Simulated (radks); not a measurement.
# Valence configurations of Pt

Aim: which of several valence configurations of Pt lies lowest at this level, and whether it is the one NIST lists ([Xe] 4f14 5d9 6s1).

Program: radks (a radial shooting solver on a logarithmic mesh, Libxc functionals) version 1. Level of theory: Dirac Kohn-Sham, PBEsol, spin-unpolarised, spherical densities, point nucleus; open shells fill j = l - 1/2 first. These are calculated values, not measurements, unless marked.

**1. The system**

```
element       : platinum (Z = 78)
charge        : 0
electrons     : 78
configuration : [Xe] 4f14 5d9 6s1
others tried  : 4f14 5d10; 4f14 5d8 6s2; 4f14 5d8 6s1.5 6p0.5; 4f14 5d8 6s1 6p1; 4f14 5d7.5 6s2 6p0.5; 4f13 5d9 6s1 6p1; 4f13.5 5d9 6s1 6p0.5; 4f12 5d9 6s1 6p2; 4f13.5 5d9 6s1.5
```

**2. [Xe] 4f14 5d9 6s1**

Settings of this run:

```text
Z 78
configuration [Xe] 4f14 5d9 6s1
relativity Dirac
functional pbe_sol,pbe_sol
spin unpolarised
j_filling energy
nucleus point
c 137.035999084
```

**3. [Xe] 4f14 5d10**

Settings, as their differences from step 2:

```diff
@@ -1,3 +1,3 @@
 Z 78
-configuration [Xe] 4f14 5d9 6s1
+configuration [Xe] 4f14 5d10
 relativity Dirac
```

**4. [Xe] 4f14 5d8 6s2**

Settings, as their differences from step 3:

```diff
@@ -1,3 +1,3 @@
 Z 78
-configuration [Xe] 4f14 5d10
+configuration [Xe] 4f14 5d8 6s2
 relativity Dirac
```

**5. [Xe] 4f14 5d8 6s1.5 6p0.5**

Settings, as their differences from step 4:

```diff
@@ -1,3 +1,3 @@
 Z 78
-configuration [Xe] 4f14 5d8 6s2
+configuration [Xe] 4f14 5d8 6s1.5 6p0.5
 relativity Dirac
```

**6. [Xe] 4f14 5d8 6s1 6p1**

Settings, as their differences from step 5:

```diff
@@ -1,3 +1,3 @@
 Z 78
-configuration [Xe] 4f14 5d8 6s1.5 6p0.5
+configuration [Xe] 4f14 5d8 6s1 6p1
 relativity Dirac
```

**7. [Xe] 4f14 5d7.5 6s2 6p0.5**

Settings, as their differences from step 6:

```diff
@@ -1,3 +1,3 @@
 Z 78
-configuration [Xe] 4f14 5d8 6s1 6p1
+configuration [Xe] 4f14 5d7.5 6s2 6p0.5
 relativity Dirac
```

**8. [Xe] 4f13 5d9 6s1 6p1**

Settings, as their differences from step 7:

```diff
@@ -1,3 +1,3 @@
 Z 78
-configuration [Xe] 4f14 5d7.5 6s2 6p0.5
+configuration [Xe] 4f13 5d9 6s1 6p1
 relativity Dirac
```

**9. [Xe] 4f13.5 5d9 6s1 6p0.5**

Settings, as their differences from step 8:

```diff
@@ -1,3 +1,3 @@
 Z 78
-configuration [Xe] 4f13 5d9 6s1 6p1
+configuration [Xe] 4f13.5 5d9 6s1 6p0.5
 relativity Dirac
```

**10. [Xe] 4f12 5d9 6s1 6p2**

Settings, as their differences from step 9:

```diff
@@ -1,3 +1,3 @@
 Z 78
-configuration [Xe] 4f13.5 5d9 6s1 6p0.5
+configuration [Xe] 4f12 5d9 6s1 6p2
 relativity Dirac
```

**11. [Xe] 4f13.5 5d9 6s1.5**

Settings, as their differences from step 10:

```diff
@@ -1,3 +1,3 @@
 Z 78
-configuration [Xe] 4f12 5d9 6s1 6p2
+configuration [Xe] 4f13.5 5d9 6s1.5
 relativity Dirac
```

**Question.** What will these runs give? Wanted: for each run, valence; E − E(NIST configuration); highest level; its energy; 1s shift.

**Answer**, as computed:

```
             valence  E − E(NIST configuration) (eV)  highest level  its energy (eV)  1s shift (eV)
        4f14 5d9 6s1                           0.000          5d5/2           -5.626          +0.00
        4f14 5d8 6s2                           0.404          6s1/2           -6.529          -2.61
           4f14 5d10                           0.499          5d5/2           -4.034          +2.26
4f14 5d8 6s1.5 6p0.5                           2.904          6p1/2           -2.021          -3.43
4f14 5d7.5 6s2 6p0.5                           3.591          6p1/2           -2.229          -4.83
    4f14 5d8 6s1 6p1                           5.467          6p1/2           -2.400          -4.18
    4f13.5 5d9 6s1.5                          32.869          6s1/2           -6.112          -6.93
4f13.5 5d9 6s1 6p0.5                          35.287          6p1/2           -1.801          -7.78
    4f13 5d9 6s1 6p1                          74.103          6p1/2           -2.381         -15.81
    4f12 5d9 6s1 6p2                          162.82          6p1/2           -3.464         -32.55
```

What this shows: The NIST configuration is the lowest of those tried, 0.404 eV under 4f14 5d8 6s2. The energies are those of spherical spin-averaged densities, not of single terms. The 1s eigenvalue shifts by up to 32.55 eV as the valence charge is rearranged.
